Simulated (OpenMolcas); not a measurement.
# SnS (SMILES [S][Sn]) at B97-1/def2-QZVP (RICD fitting, core potential)

Aim: the energy change on altering one bond length of SnS at B97-1/def2-QZVP (RICD fitting, core potential), from 2 runs. 

Program for the calculation: OpenMolcas 26.06.

### 1 The molecule

SnS: 2 atoms, total charge 0, spin state singlet. As SMILES, `[S][Sn]`. Geometry: the measured bond length.

Bond lengths: S1–Sn2 2.209 Å.

### 2 Energy and gradient at B97-1/def2-QZVP (RICD fitting, core potential)

The input, job.inp:

```
&GATEWAY
 BASLIB=$CurrDir
 COORD
 2
 angstrom
 S        0.000000       0.000000       0.000000
 Sn       0.000000       0.000000       2.209026
 BASIS=def2-QZVP
 GROUP=NoSym
 RICD

&SEWARD

&SCF
 KSDFT=HYB_GGA_XC_B97_1
 PRORBITALS=1 1

&ALASKA
```

The basis set def2-QZVP is read from a file made from the Basis Set Exchange's data (not shown).

Launch:

```console
$ export MOLCAS_MEM=1860
$ pymolcas job.inp > job.log
```

The program printed:

```text
--- Start Module: gateway ---
[...]
--- Stop Module: gateway /rc=_RC_ALL_IS_WELL_ ---
[...]
      Basis functions          152
[...]
--- Start Module: scf ---
[...]
       Convergence after  14 Iterations
[...]
::    Total KS-DFT energy                            -612.5150294328
[...]
      Total spin, S                                     0.0000000000
[...]
      Total electronic charge=   38.000000
      Total            charge=   -0.000000
[...]
      Dipole Moment (debye):
      Origin of the operator (angstrom)=    0.0000    0.0000    1.7440
                   X=  1.0734E-13               Y= -1.8132E-14               Z=  3.4442E+00           Total=  3.4442E+00
      Quadrupole Moment (debye*angstrom):
[...]
--- Stop Module: scf /rc=_RC_ALL_IS_WELL_ ---
[...]
--- Start Module: alaska ---
[...]
 *              Molecular gradients               *
 **************************************************
  Irreducible representation: a
 ------------------------------------------------------------------------------------------
                              X                       Y                       Z
 ------------------------------------------------------------------------------------------
  S1                3.73735313442713E-15    1.14761143162673E-14    4.13137427232257E-03
  SN2              -3.74426492494237E-15   -1.14758974766102E-14   -4.13137427501553E-03
 ------------------------------------------------------------------------------------------
--- Stop Module: alaska /rc=_RC_ALL_IS_WELL_ ---
[...]
```

Wall time 26 s (1 thread of Arm Neoverse V2, shared host); peak memory 0.47 GiB.

### 3 The distorted shape at the same level

The input, job.input:

```
>>> EXPORT MOLCAS_PRINT=2
&GATEWAY
BasLib=$CurrDir
Coord
2
angstrom
S        0.000000       0.000000      -0.220874
Sn       0.000000       0.000000       2.209026
Basis=def2-QZVP
Group=NoSym
RICD
&SEWARD
&SCF
KSDFT=HYB_GGA_XC_B97_1
PrOrbitals=1 1
&ALASKA
```

The basis set def2-QZVP is read from a file made from the Basis Set Exchange's data (not shown).

Launch:

```console
$ export MOLCAS_MEM=1860
$ pymolcas job.input > job.log
```

The program printed:

```text
--- Start Module: gateway ---
[...]
--- Stop Module: gateway /rc=_RC_ALL_IS_WELL_ ---
[...]
      Basis functions          152
[...]
--- Start Module: scf ---
[...]
       Convergence after  15 Iterations
[...]
::    Total KS-DFT energy                            -612.5012358192
[...]
      Total spin, S                                     0.0000000000
[...]
      Total electronic charge=   38.000000
      Total            charge=   -0.000000
[...]
      Dipole Moment (debye):
      Origin of the operator (angstrom)=    0.0000    0.0000    1.6975
                   X= -1.7620E-14               Y=  7.2747E-15               Z=  4.4746E+00           Total=  4.4746E+00
      Quadrupole Moment (debye*angstrom):
[...]
--- Stop Module: scf /rc=_RC_ALL_IS_WELL_ ---
[...]
--- Start Module: alaska ---
[...]
 *              Molecular gradients               *
 **************************************************
  Irreducible representation: a
 ------------------------------------------------------------------------------------------
                              X                       Y                       Z
 ------------------------------------------------------------------------------------------
  S1               -6.24623037163573E-15   -2.41608388268880E-15   -6.00929291203585E-02
  SN2               6.24782956985849E-15    2.41879438936939E-15    6.00929291251049E-02
 ------------------------------------------------------------------------------------------
--- Stop Module: alaska /rc=_RC_ALL_IS_WELL_ ---
[...]
```

It took 27 s on 1 thread of Arm Neoverse V2, shared host; peak memory 0.47 GiB.

### 4 Summary of results

Level: B97-1/def2-QZVP (RICD fitting, core potential).

```
                                                          quantity          value
                                         first shape: total energy  -612.51503 Eh
                                        first shape: dipole moment         3.44 D
                                          first shape: HOMO energy       -7.10 eV
                                          first shape: LUMO energy       -2.57 eV
                                        first shape: HOMO–LUMO gap        4.53 eV
                             first shape: largest force on an atom     0.212 eV/Å
                                     distorted shape: total energy  -612.50124 Eh
                                    distorted shape: dipole moment         4.47 D
                                      distorted shape: HOMO energy       -6.62 eV
                                      distorted shape: LUMO energy       -2.98 eV
                                    distorted shape: HOMO–LUMO gap        3.64 eV
                         distorted shape: largest force on an atom     3.090 eV/Å
energy change with the S1–Sn2 bond stretched from 2.209 to 2.430 Å       0.375 eV
```

With the S1–Sn2 bond stretched from 2.209 to 2.430 Å the energy rises by 0.38 eV (8.7 kcal/mol). The first shape isn't relaxed at this level, so the change isn't measured from a minimum.
